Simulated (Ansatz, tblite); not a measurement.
**Ga8N8 wurtzite bond disc (Ga₈N₈): one state, many levels**

Aim: run the singlet of Ga8N8 wurtzite bond disc (Ga₈N₈) at one geometry on many levels, and compare frontier levels, spin and run time.

The runs use Ansatz 0.2.0, Gaussian basis; as each input shows.

The runs, in order: GFN1-xTB, GFN2-xTB, PBE-D4/def2-TZVP, r2SCAN-D4/def2-TZVP, revPBE-D4/def2-TZVP, B97M-V/def2-TZVP, ωB97M-V/def2-TZVP, PBE-D4/def2-SVP, PBE0-D4/def2-SVP, HF/STO-3G, HF/6-31G, B3LYP-D4/6-31G, MP2/def2-SVP, RPA/def2-SVP.

## (1) The relaxed structure

The geometry is that of the singlet, from an earlier relaxation (PBE-D4/def2-SVP).

16 atoms, charge 0, spin multiplicity 1.

Bond lengths: N1–Ga2 1.790 Å, N1–Ga5 1.881 Å, Ga2–N3 1.789 Å, N3–Ga7 1.881 Å, N4–Ga5 1.896 Å, N4–Ga9 1.751 Å, Ga5–N6 1.990 Å, N6–Ga7 1.990 Å, N6–Ga11 1.844 Å, Ga7–N8 1.895 Å, N8–Ga13 1.752 Å, Ga9–N10 1.826 Å, N10–Ga11 1.941 Å, N10–Ga14 1.853 Å, Ga11–N12 1.940 Å, N12–Ga13 1.826 Å, N12–Ga16 1.852 Å, Ga14–N15 1.817 Å and more. Angles: Ga2–N1–Ga5 97.4°, N1–Ga2–N3 163.3°, Ga2–N3–Ga7 97.4°, Ga5–N4–Ga9 98.8°, N1–Ga5–N4 116.7°, N1–Ga5–N6 119.8°, N4–Ga5–N6 123.5°, Ga5–N6–Ga7 122.1°, Ga5–N6–Ga11 118.9°, Ga7–N6–Ga11 119.0°, N3–Ga7–N6 119.8°, N3–Ga7–N8 116.7°, N6–Ga7–N8 123.5°, Ga7–N8–Ga13 98.8°, N4–Ga9–N10 155.9°, Ga9–N10–Ga11 99.3°, Ga9–N10–Ga14 144.5°, Ga11–N10–Ga14 115.0° and more.

PBE0-D4/def2-TZVP was run before; its log isn't repeated, and its numbers join the tables.

## (2) GFN1-xTB

Tight binding, by tblite at 300 K electronic temperature and without a spin-polarisation term:

```python
tblite.interface.Calculator('GFN1-xTB', numbers, positions, charge=0, uhf=0).singlepoint()
```

Energy -972.4419 eV, HOMO -8.46 eV, LUMO -8.29 eV; 0.086 s.

## (3) GFN2-xTB

Tight binding, by tblite at 300 K electronic temperature and without a spin-polarisation term:

```python
tblite.interface.Calculator('GFN2-xTB', numbers, positions, charge=0, uhf=0).singlepoint()
```

Energy -890.6058 eV, HOMO -10.54 eV, LUMO -10.08 eV; 0.22 s.

## (4) PBE-D4/def2-TZVP

start.molden holds the orbitals of an earlier run on this state, given as this run's starting guess.

File in.yaml:

```yaml
crystal:
  periodic: [false, false, false]
  atoms:
    - {symbol: N, position_ang: [-2.416412, -3.424756, -0.116657]}
    - {symbol: Ga, position_ang: [-3.523006, -2.020254, -0.042562]}
    - {symbol: N, position_ang: [-4.178419, -0.356961, 0.035977]}
    - {symbol: N, position_ang: [0.795293, -3.488060, 0.014474]}
    - {symbol: Ga, position_ang: [-0.800474, -2.466020, -0.031225]}
    - {symbol: N, position_ang: [-0.831358, -0.476788, -0.000044]}
    - {symbol: Ga, position_ang: [-2.533512, 0.554483, -0.008372]}
    - {symbol: N, position_ang: [-2.608362, 2.447860, -0.055060]}
    - {symbol: Ga, position_ang: [1.954491, -2.175194, 0.031079]}
    - {symbol: N, position_ang: [2.500743, -0.433787, 0.097748]}
    - {symbol: Ga, position_ang: [0.768613, 0.439503, 0.031353]}
    - {symbol: N, position_ang: [0.889231, 2.374822, -0.012813]}
    - {symbol: Ga, position_ang: [-0.889984, 2.784678, -0.014757]}
    - {symbol: Ga, position_ang: [3.956804, 0.698146, -0.084807]}
    - {symbol: N, position_ang: [4.315137, 2.476052, 0.019692]}
    - {symbol: Ga, position_ang: [2.601207, 3.066276, 0.135984]}
basis:
  gaussian: {orbitals: def2-TZVP, fitting: {mean_field: def2-universal-jkfit}, initial_orbitals: start.molden}
hamiltonian: {xc: pbe, dispersion: d4}
scf: {omitted_lower_state_checks: [starts]}
output: {orbitals: {seedname: orbitals}}
```

Command:

```bash
> ansatz run in.yaml --threads 2 --pin off --events-out ev --progress --plain --max-ram 32768MiB --backend cuda --devices 0, --max-vram 18GiB
```

After this run come: r2SCAN-D4/def2-TZVP; revPBE-D4/def2-TZVP; B97M-V/def2-TZVP; ωB97M-V/def2-TZVP; PBE-D4/def2-SVP; PBE0-D4/def2-SVP; HF/STO-3G; HF/6-31G; B3LYP-D4/6-31G; MP2/def2-SVP; RPA/def2-SVP.

Before running them: what should the planned runs give, taken together? Wanted: gap in def2-TZVP, named functionals, smallest and largest; correlation energy, MP2/def2-SVP; binding an atom, functionals in def2-TZVP; PBE0 total energy, smallest basis above largest.

As calculated:

| quantity | value |
| --- | --- |
| gap in def2-TZVP, named functionals, smallest and largest | 0.02 eV (PBE-D4), 2.70 eV (ωB97M-V) |
| correlation energy, MP2/def2-SVP | -84.53 eV |
| binding an atom, functionals in def2-TZVP | 2.86 (ωB97M-V) to 3.29 eV (PBE-D4) |
| PBE0 total energy, smallest basis above largest | 67.84 eV (def2-SVP, def2-TZVP) |

In words: Over the named functionals in def2-TZVP the gap runs from 0.02 eV (PBE-D4) to 2.70 eV (ωB97M-V); exact exchange widens it.
